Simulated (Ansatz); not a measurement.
**CH₅ClMoN₂O: basis-set convergence**

Aim: see how fast density functionals converge with the basis set for CH₅ClMoN₂O.

Computed with Ansatz 0.2.0, Gaussian basis. Level: one geometry, several basis sets.

The runs, in order: PBE0-D4/def2-SVP; ωB97M-V/def2-SVP; PBE0-D4/def2-QZVPP; ωB97M-V/def2-QZVPP; the functionals' def2-TZVPP values are taken from earlier runs.

## Step 1: The relaxed structure

All runs share one geometry, relaxed beforehand with PBE0-D4 in a triple-zeta def2 set. Mo takes the def2 core potential; no spin-orbit term is included.

SMILES `C[N]=[Mo]([NH2])(=[O])[Cl]`, 11 atoms, charge 0, spin multiplicity 1.

Atoms are counted from 1 here; the program's logs count them from 0.

Bond lengths: C1–N2 1.418 Å, C1–H7 1.096 Å, C1–H8 1.095 Å, C1–H9 1.095 Å, N2–Mo3 1.722 Å, Mo3–N4 1.927 Å, Mo3–O5 1.680 Å, Mo3–Cl6 2.287 Å, N4–H10 1.010 Å, N4–H11 1.008 Å. Angles: N2–C1–H7 111.8°, N2–C1–H8 109.8°, N2–C1–H9 109.7°, H7–C1–H8 109.0°, H7–C1–H9 108.9°, H8–C1–H9 107.7°, C1–N2–Mo3 151.6°, N2–Mo3–N4 105.3°, N2–Mo3–O5 109.6°, N2–Mo3–Cl6 108.3°, N4–Mo3–O5 110.8°, N4–Mo3–Cl6 112.2°, O5–Mo3–Cl6 110.4°, Mo3–N4–H10 121.8°, Mo3–N4–H11 125.2°, H10–N4–H11 111.5°.

## Step 2: PBE0-D4 in def2-SVP

in.yaml

```yaml
crystal:
  periodic: [false, false, false]
  atoms:
    - {symbol: C, position_ang: [-0.688344, -1.309944, -1.426706]}
    - {symbol: N, position_ang: [-0.532582, -0.376439, -0.370181]}
    - {symbol: Mo, position_ang: [0.165588, 1.045963, 0.302838]}
    - {symbol: N, position_ang: [0.955061, 0.485479, 1.968509]}
    - {symbol: O, position_ang: [1.336996, 1.647854, -0.739880]}
    - {symbol: Cl, position_ang: [-1.497806, 2.586014, 0.609070]}
    - {symbol: H, position_ang: [0.008108, -1.113452, -2.249198]}
    - {symbol: H, position_ang: [-1.712973, -1.267154, -1.810306]}
    - {symbol: H, position_ang: [-0.515542, -2.324063, -1.051288]}
    - {symbol: H, position_ang: [1.733739, 0.979653, 2.381098]}
    - {symbol: H, position_ang: [0.813254, -0.410912, 2.406744]}
basis:
  gaussian: {orbitals: def2-SVP}
hamiltonian: {xc: pbe0, dispersion: d4}
output: {orbitals: {seedname: orbitals}}
```

Run with:

```console
ansatz run in.yaml --threads 2 --pin off --events-out ev --progress --plain --max-ram 22528MiB --backend cpu
```

After this run come: ωB97M-V in def2-SVP; PBE0-D4 in def2-QZVPP; ωB97M-V in def2-QZVPP.

Q: Predict the results of all the runs planned. Wanted: PBE0-D4: double and triple zeta above quadruple; ωB97M-V: double and triple zeta above quadruple.

**Answer**, as computed:

| quantity | value |
| --- | --- |
| PBE0-D4: double and triple zeta above quadruple | 13.05, 0.83 eV |
| ωB97M-V: double and triple zeta above quadruple | 13.22, 0.80 eV |

What this shows: PBE0-D4 gains 12.22 eV from double to triple zeta, then 0.83 eV more. Total energies overstate the basis error of differences, where much of it tends to cancel.
